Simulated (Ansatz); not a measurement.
# H3SiTe: the cost of one run

Method: single points in def2-TZVPPD; program: Ansatz 0.2.0, Gaussian basis.

Cores are frozen in the correlated methods. Filled d shells of the heavier atoms are correlated. Core potentials replace the inner electrons past krypton, and spin-orbit coupling is left out.

## Step 1: Starting geometry

SMILES `[SiH2-][TeH]`, 5 atoms, charge -1, spin multiplicity 1.

Atoms are counted from 1 here; the program's logs count them from 0.

Bond lengths: Si1–Te2 2.597 Å, Si1–H3 1.438 Å, Si1–H4 1.510 Å, Te2–H5 1.705 Å. Angles: Te2–Si1–H3 95.6°, Te2–Si1–H4 78.3°, H3–Si1–H4 84.2°, Si1–Te2–H5 92.3°.

Coordinates:

```xyz
5
H3SiTe
Si   -0.5708   -0.7723   -0.3969
Te    0.9179    1.2061    0.3874
H    -1.0709   -1.0989    0.9109
H     0.6737   -1.4917    0.0662
H     0.3030    2.2377   -0.8226
```

## Step 2: PBE-D4/def2-TZVPPD

Input file run/in.yaml:

```yaml
crystal:
  periodic: [false, false, false]
  atoms:
    - {symbol: Si, position_ang: [-0.570775, -0.772306, -0.396917]}
    - {symbol: Te, position_ang: [0.917865, 1.206093, 0.387353]}
    - {symbol: H, position_ang: [-1.070906, -1.098890, 0.910891]}
    - {symbol: H, position_ang: [0.673706, -1.491678, 0.066166]}
    - {symbol: H, position_ang: [0.302971, 2.237733, -0.822583]}
basis:
  gaussian: {orbitals: "def2-TZVPPD.json"}
total_charge: -1
hamiltonian: {xc: pbe, dispersion: d4}
output: {forces: true}
```

The basis file named in the input lies beside it (Basis Set Exchange, JSON).

Command:

```bash
> ansatz run in.yaml --threads 2 --pin off --events-out ev --progress --plain --max-ram 3481MiB
```

**Question.** How long does this run take on 2 threads of AMD EPYC 7R43, shared host?

About 2.8 s.
